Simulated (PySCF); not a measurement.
# One shape, several levels: CH7AlN2O (SMILES C[O][Al]([NH2])[NH2])

Wanted: a comparison of 5 runs (HF/3-21G, HF/def2-SVP, PBE0/def2-SVP, PBE/6-311+G**, CCSD/def2-SVP) of CH7AlN2O. Input form: a Python script.

Program for the calculation: PySCF 2.14.0.

### Step 1. The molecule

CH7AlN2O: 12 atoms, total charge 0, spin state singlet. As SMILES, `C[O][Al]([NH2])[NH2]`. The shape is that of a PBE0-D4/def2-TZVP optimisation.

Bond lengths: C1–O2 1.391 Å, O2–Al3 1.688 Å, Al3–N4 1.767 Å, Al3–N5 1.762 Å, C1–H6 1.096 Å, C1–H7 1.099 Å, C1–H8 1.096 Å, N4–H9 1.006 Å, N4–H10 1.006 Å, N5–H11 1.005 Å, N5–H12 1.006 Å. Some angles: C1–O2–Al3 135.9°, O2–Al3–N4 121.0°, O2–Al3–N5 117.1°, N4–Al3–N5 121.9°, O2–C1–H6 110.3°, O2–C1–H7 113.0°, O2–C1–H8 110.6°, Al3–N4–H9 125.3°, Al3–N4–H10 124.7°, Al3–N5–H11 125.8°.

### Step 2. Energy and gradient at HF/3-21G (run 1)

Contents of run.py:

```python
# C[O][Al]([NH2])[NH2]
from pyscf import gto, scf

mol = gto.M(
    atom='''
C   -1.661500   0.682400   1.225700
O   -0.913900  -0.328500   0.629700
Al   0.461500  -0.403900  -0.345200
N    1.292400   1.068000  -0.862000
N    1.024500  -2.005500  -0.818800
H   -1.743100   0.510000   2.305100
H   -1.224600   1.680400   1.082600
H   -2.677400   0.703700   0.814100
H    2.121700   1.097600  -1.430500
H    1.000200   2.002300  -0.630500
H    1.819900  -2.200800  -1.401700
H    0.577200  -2.860600  -0.534700
''',
    verbose=3,
    basis='3-21g',
    max_memory=1860,
    charge=0,
    spin=0,
)

mf = scf.RHF(mol)
mf.conv_tol = 1e-10
mf.kernel()
if not mf.converged:
    mf = mf.newton().run(mf.mo_coeff, mf.mo_occ)

etot = mf.e_tot
print('E = %.10f Eh' % etot)
grad = mf.nuc_grad_method().kernel()
mf.analyze()
```

Command:

```
OMP_NUM_THREADS=1 python run.py
```

What it wrote:

```text
converged SCF energy = -465.186591910675
[... 16 lines left out ...]
MO #7   energy= -3.15113743444145  occ= 2
[... 7 lines left out ...]
MO #15  energy= -0.617827541449306 occ= 2
[... 7 lines left out ...]
MO #23  energy= -0.383190304306307 occ= 2
[... 7 lines left out ...]
MO #31  energy= 0.350890223483838  occ= 0
[... 7 lines left out ...]
MO #39  energy= 0.625078356533773  occ= 0
[... 7 lines left out ...]
MO #47  energy= 1.32236494944762   occ= 0
[... 7 lines left out ...]
MO #55  energy= 1.72061748992074   occ= 0
[... 7 lines left out ...]
MO #63  energy= 3.39503817852705   occ= 0
[... 13 lines left out ...]
Dipole moment(X, Y, Z, Debye):  0.95542,  1.17124, -0.60402
```

Wall time 6.6 s (1 thread of Intel Xeon at 2.50GHz (Skylake/Cascade Lake), shared host); peak memory 0.14 GiB.

### Step 3. Energy and forces at HF/def2-SVP (run 2)

Contents of mol.xyz:

```xyz
12
CH7AlN2O
C     -1.661500     0.682400     1.225700
O     -0.913900    -0.328500     0.629700
Al     0.461500    -0.403900    -0.345200
N      1.292400     1.068000    -0.862000
N      1.024500    -2.005500    -0.818800
H     -1.743100     0.510000     2.305100
H     -1.224600     1.680400     1.082600
H     -2.677400     0.703700     0.814100
H      2.121700     1.097600    -1.430500
H      1.000200     2.002300    -0.630500
H      1.819900    -2.200800    -1.401700
H      0.577200    -2.860600    -0.534700
```

Contents of calc.py:

```python
# C[O][Al]([NH2])[NH2]
from pyscf import gto

mol = gto.M(
    atom='mol.xyz',
    charge=0,
    verbose=4,
    max_memory=1860,
    basis='def2-svp',
)

calc0 = mol.RHF()
calc0.conv_tol = 1e-10
calc0.kernel()
if not calc0.converged:
    calc0 = calc0.newton().run(calc0.mo_coeff, calc0.mo_occ)

e_final = calc0.e_tot
print('E = %.10f Eh' % e_final)
grad = calc0.nuc_grad_method().kernel()
dip = calc0.dip_moment()
pop, q = calc0.mulliken_pop()
```

Command:

```
OMP_NUM_THREADS=1 python calc.py
```

What it wrote:

```text
PySCF version 2.14.0

[... 68 lines left out ...]
converged SCF energy = -467.496379636554
[... 12 lines left out ...]
Dipole moment(X, Y, Z, Debye):  0.84415,  0.95455, -0.53959
[... 122 lines left out ...]
charge of   11H =      0.14171
```

Wall time 22 s (1 thread of Intel Xeon at 2.50GHz (Skylake/Cascade Lake), shared host); peak memory 0.25 GiB.

Run 3 isn't shown in full; the table further down has it.

### Step 4. Energy and forces at PBE/6-311+G(d,p) (run 4)

Contents of job.py:

```python
import pyscf.grad
from pyscf import gto, dft

mol = gto.Mole()
mol.atom = '''
C       -1.661500       0.682400       1.225700
O       -0.913900      -0.328500       0.629700
Al       0.461500      -0.403900      -0.345200
N        1.292400       1.068000      -0.862000
N        1.024500      -2.005500      -0.818800
H       -1.743100       0.510000       2.305100
H       -1.224600       1.680400       1.082600
H       -2.677400       0.703700       0.814100
H        2.121700       1.097600      -1.430500
H        1.000200       2.002300      -0.630500
H        1.819900      -2.200800      -1.401700
H        0.577200      -2.860600      -0.534700
'''
mol.charge = 0
mol.spin = 0
mol.max_memory = 1860
mol.basis = '6-311+g**'
mol.verbose = 4
mol.build()

mf = dft.RKS(mol, xc='pbe')
mf.conv_tol = 1e-10
mf.grids.level = 5
mf.kernel()
if not mf.converged:
    mf = mf.newton().run(mf.mo_coeff, mf.mo_occ)

energy = mf.e_tot
print('Final energy', energy)
grad = mf.Gradients().kernel()
mf.analyze()
```

Command:

```
OMP_NUM_THREADS=1 python job.py
```

What it wrote:

```text
PySCF version 2.14.0

[... 107 lines left out ...]
DFT Exchange-Correlation Energy =      -48.875676514644596
[... 21 lines left out ...]
MO #20  energy= -0.335334873123177 occ= 2
[... 19 lines left out ...]
MO #40  energy= 0.119375391028524  occ= 0
[... 19 lines left out ...]
MO #60  energy= 0.414233099280579  occ= 0
[... 19 lines left out ...]
MO #80  energy= 0.810151341892125  occ= 0
[... 19 lines left out ...]
MO #100 energy= 1.5406825126279    occ= 0
[... 19 lines left out ...]
MO #120 energy= 2.37983009175827   occ= 0
[... 19 lines left out ...]
MO #140 energy= 3.71071931449904   occ= 0
[... 19 lines left out ...]
MO #160 energy= 119.961046901319   occ= 0
[... 175 lines left out ...]
Dipole moment(X, Y, Z, Debye):  0.78155,  0.80640, -0.50648
```

Run time: 2.7 min. Hardware: 1 thread of Intel Xeon at 2.50GHz (Skylake/Cascade Lake), shared host; peak memory 2 GiB.

### Step 5. The energy at CCSD/def2-SVP (run 5)

Contents of run.py:

```python
from pyscf import gto, scf, cc

mol = gto.M(
    atom='''
C     -1.661500     0.682400     1.225700
O     -0.913900    -0.328500     0.629700
Al     0.461500    -0.403900    -0.345200
N      1.292400     1.068000    -0.862000
N      1.024500    -2.005500    -0.818800
H     -1.743100     0.510000     2.305100
H     -1.224600     1.680400     1.082600
H     -2.677400     0.703700     0.814100
H      2.121700     1.097600    -1.430500
H      1.000200     2.002300    -0.630500
H      1.819900    -2.200800    -1.401700
H      0.577200    -2.860600    -0.534700
''',
    basis='def2-svp',
    charge=0,
    verbose=4,
    max_memory=1860,
)

mf = scf.RHF(mol)
mf.conv_tol = 1e-10
mf.kernel()
if not mf.converged:
    mf = mf.newton().run(mf.mo_coeff, mf.mo_occ)

mycc = cc.CCSD(mf, frozen=9)
mycc.kernel()
energy = mycc.e_tot
print('E = %.10f Eh' % energy)
mf.analyze()
```

Command:

```
OMP_NUM_THREADS=1 python run.py
```

What it wrote:

```text
PySCF version 2.14.0

[... 99 lines left out ...]
One-electron Energy =                -1096.647637929271241
[... 15 lines left out ...]
MO #11  energy= -1.08219621500754  occ= 2
[... 13 lines left out ...]
MO #25  energy= 0.121989729317059  occ= 0
[... 13 lines left out ...]
MO #39  energy= 0.565990572412565  occ= 0
[... 13 lines left out ...]
MO #53  energy= 0.94692558244594   occ= 0
[... 13 lines left out ...]
MO #67  energy= 1.56176036353161   occ= 0
[... 13 lines left out ...]
MO #81  energy= 2.17737797585641   occ= 0
[... 13 lines left out ...]
MO #95  energy= 2.9692572912323    occ= 0
[... 13 lines left out ...]
MO #109 energy= 3.80608808403663   occ= 0
[... 124 lines left out ...]
Dipole moment(X, Y, Z, Debye):  0.84415,  0.95455, -0.53959
```

Run time: 61 s. Hardware: 1 thread of Intel Xeon at 2.50GHz (Skylake/Cascade Lake), shared host; peak memory 0.86 GiB.

### Step 6. Overview of the runs

```
run          level  integration grid      task  energy (Eh)  dipole moment (D) of the reference  HOMO energy (eV)  LUMO energy (eV)  wall time
  1       HF/3-21G                 –  gradient  -465.186592                                1.63             -9.84              4.33      6.6 s
  2    HF/def2-SVP                 –  gradient  -467.496380                                1.38            -10.23              3.32       22 s
  3  PBE0/def2-SVP                 5  gradient  -468.967578                                1.35             -6.55              0.56       86 s
  4  PBE/6-311+G**                 5  gradient  -469.259494                                1.23             -5.59             -1.08    2.7 min
  5  CCSD/def2-SVP                 –    energy  -468.269208                                1.38            -10.23              3.32       61 s
```

### Step 7. Summary of results

| quantity | value |
| --- | --- |
| run 5: total energy | -468.26921 Eh |
| run 5: dipole moment (Hartree–Fock density) | 1.38 D |
| run 5: HOMO energy (Hartree–Fock orbitals) | -10.23 eV |
| run 5: LUMO energy (Hartree–Fock orbitals) | 3.32 eV |
| run 5: HOMO–LUMO gap (Hartree–Fock orbitals) | 13.55 eV |
| run 5: correlation energy (9 core orbitals frozen) | -772.8 mEh |
| run 5: T1 diagnostic | 0.011 |

**Reading.** Over runs 1, 2, 3, 4 the dipole moment (its size) runs from 1.23 D (PBE/6-311+G**) to 1.63 D (HF/3-21G). The two ends differ in method and basis. Over runs 1, 2, 3, 4 the HOMO–LUMO gap runs from 4.50 eV (PBE/6-311+G**) to 14.17 eV (HF/3-21G). Totals of different functionals can't be ranked against each other. All runs together took 5.6 min, the longest 2.7 min.
